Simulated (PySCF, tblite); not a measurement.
# C7H9O radical: geometry, infrared bands and EPR parameters

Wanted: the infrared bands and EPR parameters of C7H9O radical (`[H]/[C]=C1\C[C@H](CO)C1=C`), by calculation.

Programs: tblite 0.8.0 and PySCF 2.14.0, with density-fitted response routines of our own. Each step states its level of theory. These are calculated values for one molecule in the gas phase, unless marked as measured. Atoms count from 0, in the outputs and in this text.

**1. Starting geometry**

17 atoms, charge 0, multiplicity 2; geometry from: force field or distance geometry start.

Bonds of the start (Å): C0–C1 1.34, C1–C2 1.49, C2–C3 1.49, C3–C4 1.49, C4–O5 1.40, C3–C6 1.49, C6–C7 1.34, C6–C1 1.46, C0–H8 1.08, C2–H9 1.10, C2–H10 1.11, C3–H11 1.13, C4–H12 1.11, C4–H13 1.11, O5–H14 1.00, C7–H15 1.09, C7–H16 1.08.

**2. Relaxing the molecule with GFN2-xTB**

Job settings and geometry (Å):

```
{"job": {"kind": "relax", "xc": "GFN2-xTB", "basis": "xTB"}, "charge": 0, "multiplicity": 2}
C     -0.836400     1.500100     1.986300
C     -0.180000     0.635800     1.200200
C      1.106900     0.622800     0.443800
C      0.433300    -0.363200    -0.453400
C     -0.335400     0.163800    -1.611100
O      0.587400     0.868800    -2.390900
C     -0.373900    -0.735200     0.741300
C     -1.005400    -1.818000     1.213600
H     -0.367800     2.468100     2.118200
H      1.927800     0.207300     1.040300
H      1.244600     1.642700     0.018700
H      1.065200    -1.256900    -0.714500
H     -0.821100    -0.608600    -2.239300
H     -1.108000     0.909300    -1.314200
H      1.170100     0.210800    -2.862500
H     -1.514600    -1.694300     2.166100
H     -0.999600    -2.741100     0.647400
```

On the command line:

```console
$ OMP_NUM_THREADS=1 python probes_run.py task.json out
```

The driver reads the jobs from task.json and runs them one after another.

**Question.** This job is followed by: GFN2-xTB harmonic vibrations, gas phase; UKS B3LYP, pcH-1 on C H O, non-relativistic, mean-field spin-orbit, GIAO. What will the session give for the following? strongest single infrared mode (GFN2-xTB); zero-point energy (GFN2-xTB); g(iso) (B3LYP); ⟨S²⟩; largest a(iso); surface potential, 1st and 99th percentile.

**Answer**, as computed:

```
                                 quantity                  value
strongest single infrared mode (GFN2-xTB)  1052 cm⁻¹, 113 km/mol
             zero-point energy (GFN2-xTB)          84.9 kcal/mol
                           g(iso) (B3LYP)                2.00224
                                     ⟨S²⟩     0.764 (exact 0.75)
                           largest a(iso)   13C on C0, 271.7 MHz
    surface potential, 1st and 99th percentile     -1.52 V and 2.01 V
```

In words: The optimisation took 87 steps and gained 1.051 eV; among the close pairs (by a distance rule), C1–C2 changed most, from 1.493 to 1.550 Å. All 45 modes are real, so the xTB geometry is a minimum. The strongest single mode, at 1052 cm⁻¹, is spread over several atoms, O5, C4, H13, H9 among them. GFN2-xTB is a fitted tight-binding method: band positions and strengths are rough. Its intensities can rank the bands wrongly. Most of the unpaired spin sits on C0 (1.04 e). The isotropic g lies 0.1 ppt below the free-electron value.
